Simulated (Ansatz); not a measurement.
# GaH3+ (doublet): the correlation ladder at distance Ga1–H3 = 1.356 Å, cc-pVDZ

How much of the correlation energy of GaH3+ (doublet) does each wave-function method recover here?

Method: cc-pVDZ, core rule «outside noble gas», up to 14 orbitals frozen; program: Ansatz 0.2.0, Gaussian basis.

To be run: UHF; CCSD(T) on ROHF; CCSD(T) on UHF; BCCD(T) on ROHF; CISD as a restricted active space (open shells left free, so some higher excitations enter); CCSDT(Q) on ROHF; CCSDT(Q) on UHF; CASSCF and MRCISD+Q, 3 electrons in 3 orbitals; CASSCF and NEVPT2, 3 electrons in 3 orbitals; Full CI.

37 further runs of the same task are left out: 23 for a known fault of the program, 12 that didn't finish, 2 set aside as unsound or not needed. Runs told in other sessions of the task aren't counted.

## (1) The geometry

The geometry derives from a PBE0/def2-TZVP stationary point (not a proven minimum). One bond is set to the value named and the two fragments are kept rigid. No spin-orbit coupling is included. The filled d shell of Ga may be among the frozen orbitals whatever the setting's name suggests.

4 atoms, charge 1, spin multiplicity 2.

Atoms are counted from 1 here; the program's logs count them from 0.

Bond lengths: Ga1–H3 1.356 Å, Ga1–H4 1.532 Å. Angles: H3–Ga1–H4 170.9°.

## (2) UHF

The input, in.yaml:

```yaml
crystal:
  periodic: [false, false, false]
  atoms:
    - {symbol: Ga, position_ang: [0.000000, 0.025527, -0.002431]}
    - {symbol: H, position_ang: [0.000000, -2.047064, -0.002431]}
    - {symbol: H, position_ang: [0.000000, 0.133602, -1.354118]}
    - {symbol: H, position_ang: [0.000000, 0.147632, 1.524739]}
basis:
  gaussian: {orbitals: cc-pVDZ}
total_charge: 1
magnetization: {spin_polarized: true, initial_magnetization: 1}
hamiltonian: {xc: hf}
output: {orbitals: {seedname: orbitals}}
```

Run with:

```sh
$ ansatz run in.yaml --threads 1 --pin off --events-out ev --progress --plain --max-ram 2393MiB
```

The runs that follow: CCSD(T) on ROHF; CCSD(T) on UHF; BCCD(T) on ROHF; CISD as a restricted active space (open shells left free, so some higher excitations enter); CCSDT(Q) on ROHF; CCSDT(Q) on UHF; CASSCF and MRCISD+Q, 3 electrons in 3 orbitals; CASSCF and NEVPT2, 3 electrons in 3 orbitals; Full CI.

Q: Predict the results of all the runs planned. Wanted: FCI from the RHF energy; RMP2 from FCI; UMP2 from FCI; RCCSD from FCI; RCCSD(T) from FCI; UCCSD(T) from FCI; RCCSDT(Q) from FCI; UCCSDT(Q) from FCI; NEVPT2 pair from FCI.

The runs gave:

```
                         quantity                                                                                                        value
          FCI from the ROHF energy                                                                                                   -1.8796 eV
                    RMP2 from FCI                                                                                                 +47.4 kJ/mol
                    UMP2 from FCI                                                                                                 +46.9 kJ/mol
                   RCCSD from FCI                                                                                                  +2.6 kJ/mol
                RCCSD(T) from FCI                                                                                                  +0.8 kJ/mol
                UCCSD(T) from FCI                                                                                                  +0.7 kJ/mol
               RCCSDT(Q) from FCI                                                                                                   0.0 kJ/mol
               UCCSDT(Q) from FCI                                                                                                  -0.1 kJ/mol
             NEVPT2 pair from FCI                                                                                                 +43.8 kJ/mol
           MRCISD+Q pair from FCI                                                                                                  -1.3 kJ/mol
levels within 1 kcal/mol (43 meV)  RCCSD, UCCSD, RCCSD(T), UCCSD(T), BCCD(T), RCCSDT, UCCSDT, RCCSDT(Q), UCCSDT(Q), MRCISD pair, MRCISD+Q pair
                    T1 diagnostic                                                                                                        0.017
   effectively unpaired electrons                                                                                                         1.02
```

RCCSD(T) misses by +0.8 kJ/mol, 0.4 % of the correlation energy. MRCISD+Q pair falls below full CI: the +Q correction isn't variational, and the cores differ from full CI's. One determinant dominates. Of the multireference levels listed MRCISD+Q pair comes nearest in total energy (-1.3 kJ/mol), which doesn't show that its space is the better one. These misses are within one basis, not against nature; the frozen cores of restricted and unrestricted runs differ, which can shift their rows.

Levels on UHF freeze UHF's core orbitals, full CI those of ROHF, so the U rows can settle a little off it for that reason alone.
